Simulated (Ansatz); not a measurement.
# Li3AlH6: the cost of one run

Computed with Ansatz 0.2.0 (DFT, PBE, plane-wave PAW, default files, scalar-relativistic, as far as a step names no other, unless a step's input says otherwise).

A COD entry behind a cell of this session may itself be a prediction, so a difference from it is no test against experiment.

**1. Starting point**

It takes space group R-3 (No. 148, trigonal). Conventional cell: a = 8.017 Å, b = 8.017 Å, c = 9.455 Å, α = 90.00°, β = 90.00°, γ = 120.00°. Li (site symmetry 1) has 6 H at 1.90 to 2.07 Å as nearest neighbours. Al (site symmetry -3) has 6 H at 1.74 Å as nearest neighbours. Al (site symmetry -3) has 6 H at 1.75 Å as nearest neighbours. Around H (site symmetry 1) lie 1 Al at 1.75 Å and 3 Li at 1.92 to 2.04 Å. Around H (site symmetry 1) lie 1 Al at 1.74 Å and 3 Li at 1.90 to 2.07 Å.

Coordinates:

```
Li Al H
1.0
     4.00850    2.31431    3.15167
    -4.00850    2.31431    3.15167
     0.00000   -4.62862    3.15167
Li Al H
6 2 12
Cartesian
  -0.7295 -2.7587 5.1215
  2.7538 0.7475 5.1215
  -2.0243 2.0111 5.1215
  0.7295 2.7587 4.3335
  -2.7538 -0.7475 4.3335
  2.0243 -2.0111 4.3335
  0.0000 0.0000 4.7275
  0.0000 0.0000 0.0000
  0.8298 -3.5154 4.2138
  2.6296 2.4763 4.2138
  -3.4593 1.0391 4.2138
  -0.8298 3.5154 5.2412
  -2.6296 -2.4763 5.2412
  3.4593 -1.0391 5.2412
  -0.8819 -1.1710 3.7946
  1.4551 -0.1782 3.7946
  -0.5732 1.3492 3.7946
  0.8819 1.1710 5.6604
  -1.4551 0.1782 5.6604
  0.5732 -1.3492 5.6604
```

**2. First run, atoms as given**

input.yaml

```yaml
crystal:
  lattice:
    - [4.0085, 2.314308554, 3.1516666667]
    - [-4.0085, 2.314308554, 3.1516666667]
    - [0.0, -4.6286171081, 3.1516666667]
  atoms:
    - { symbol: Li, position: [0.252, 0.434, 0.939] }
    - { symbol: Li, position: [0.939, 0.252, 0.434] }
    - { symbol: Li, position: [0.434, 0.939, 0.252] }
    - { symbol: Li, position: [0.748, 0.566, 0.061] }
    - { symbol: Li, position: [0.061, 0.748, 0.566] }
    - { symbol: Li, position: [0.566, 0.061, 0.748] }
    - { symbol: Al, position: [0.5, 0.5, 0.5] }
    - { symbol: Al, position: [0.0, 0.0, 0.0] }
    - { symbol: H, position: [0.296, 0.089, 0.952] }
    - { symbol: H, position: [0.952, 0.296, 0.089] }
    - { symbol: H, position: [0.089, 0.952, 0.296] }
    - { symbol: H, position: [0.704, 0.911, 0.048] }
    - { symbol: H, position: [0.048, 0.704, 0.911] }
    - { symbol: H, position: [0.911, 0.048, 0.704] }
    - { symbol: H, position: [0.207, 0.427, 0.57] }
    - { symbol: H, position: [0.57, 0.207, 0.427] }
    - { symbol: H, position: [0.427, 0.57, 0.207] }
    - { symbol: H, position: [0.793, 0.573, 0.43] }
    - { symbol: H, position: [0.43, 0.793, 0.573] }
    - { symbol: H, position: [0.573, 0.43, 0.793] }
kpoints:
  mp_grid: { grid: [5, 5, 5] }
scf:
  occupations: { method: fermi_dirac, width: 0.02 }
hamiltonian:
  xc: pbe
  pseudopotentials: { kind: paw }
output:
  forces: true
  stress: true
  populations: true
  efg:
    quadrupole_moments_barn: { Li: -0.0401, Al: 0.1466, H: 0.00285783 }
    contact_densities: true
```

Command:

```sh
> ansatz run input.yaml --threads 1 --pin off --max-ram 2560MiB --backend cpu --events-out ev --progress --plain --runs-dir out
```

**Question.** How long does this run take on 1 thread of Arm Neoverse V1, shared host, and how much memory does it need?

About 13 s, with a peak of 0.45 GiB.
